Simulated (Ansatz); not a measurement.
# CH₆BNOSe: a ladder of functionals and wavefunction methods

An exercise on one series of results from a longer session: the logs are not shown, and one member is left open.

Method: functionals in def2-TZVPP, the program's frozen cores in correlated methods; program: Ansatz 0.2.0, Gaussian basis.

Plan: PBE-D4, r2SCAN-D4, PBE0-D4, B3LYP-D4, ωB97X-V, ωB97M-V, B2PLYP; CCSD(T)/def2-TZVPP; MP2/def2-QZVPP; extrapolation to the limit.

### The relaxed structure

The geometry comes from an earlier relaxation with PBE0-D4 in a triple-zeta def2 set; it is a stationary point, not always the lowest conformer.

SMILES `B[Se]C(N)O`, 11 atoms, charge 0, spin multiplicity 1.

Atoms are counted from 1 here; the program's logs count them from 0.

Bond lengths: B1–Se2 1.879 Å, B1–H6 1.191 Å, B1–H7 1.197 Å, Se2–C3 2.004 Å, C3–N4 1.425 Å, C3–O5 1.388 Å, C3–H8 1.090 Å, N4–H9 1.012 Å, N4–H10 1.014 Å, O5–H11 0.965 Å. Angles: Se2–B1–H6 116.6°, Se2–B1–H7 122.5°, H6–B1–H7 120.8°, B1–Se2–C3 101.6°, Se2–C3–N4 106.7°, Se2–C3–O5 113.2°, Se2–C3–H8 104.1°, N4–C3–O5 117.1°, N4–C3–H8 109.3°, O5–C3–H8 105.5°, C3–N4–H9 112.4°, C3–N4–H10 110.5°, H9–N4–H10 109.3°, C3–O5–H11 108.9°.

Set-up of the first run:

Input file in.yaml:

```yaml
crystal:
  periodic: [false, false, false]
  atoms:
    - {symbol: B, position_ang: [0.027842, 1.766967, 1.082593]}
    - {symbol: Se, position_ang: [-1.225718, 0.367858, 1.045242]}
    - {symbol: C, position_ang: [-0.239085, -1.028577, -0.000241]}
    - {symbol: N, position_ang: [-0.648047, -0.889534, -1.358662]}
    - {symbol: O, position_ang: [1.125740, -1.036984, 0.252353]}
    - {symbol: H, position_ang: [-0.310226, 2.772686, 1.623247]}
    - {symbol: H, position_ang: [1.112078, 1.673310, 0.584258]}
    - {symbol: H, position_ang: [-0.615077, -1.972564, 0.395015]}
    - {symbol: H, position_ang: [-0.457637, 0.034128, -1.725906]}
    - {symbol: H, position_ang: [-0.189042, -1.582299, -1.939528]}
    - {symbol: H, position_ang: [1.484571, -0.162090, 0.062329]}
basis:
  gaussian: {orbitals: def2-TZVPP}
hamiltonian: {xc: pbe, dispersion: d4}
output: {forces: true, orbitals: {seedname: orbitals}}
```

The run is started by

```console
ansatz run in.yaml --threads 4 --pin off --events-out ev --progress --plain --max-ram 10444MiB
```

Steps of the session up to this table: PBE-D4 (GGA); r2SCAN-D4 (meta-GGA); PBE0-D4 (hybrid); B3LYP-D4 (hybrid); ωB97X-V (range-separated); ωB97M-V (range-separated); B2PLYP (double hybrid); CCSD(T) in def2-TZVPP; MP2 in def2-QZVPP.

One of the session's tables, all rows but one given; the rest of the session is left out.

It belongs to the step «Atomisation energies». 

```
            method  atomisation energy (kcal/mol)
            PBE-D4                          949.2
         r2SCAN-D4                          924.9
           PBE0-D4                          925.0
          B3LYP-D4                          923.2
           ωB97X-V                          923.6
           ωB97M-V                          923.2
            B2PLYP                          911.0
     HF/def2-TZVPP                          630.3
    MP2/def2-TZVPP                              ?
   CCSD/def2-TZVPP                          876.9
CCSD(T)/def2-TZVPP                          894.2
           MP2/CBS                          938.7
       CCSD(T)/CBS                          921.4
```

**Question.** Estimate the row for MP2/def2-TZVPP.

As computed: atomisation energy (kcal/mol): 911.5. In the column «atomisation energy (kcal/mol)» it lies between B2PLYP (911.0) and CCSD(T)/CBS (921.4).
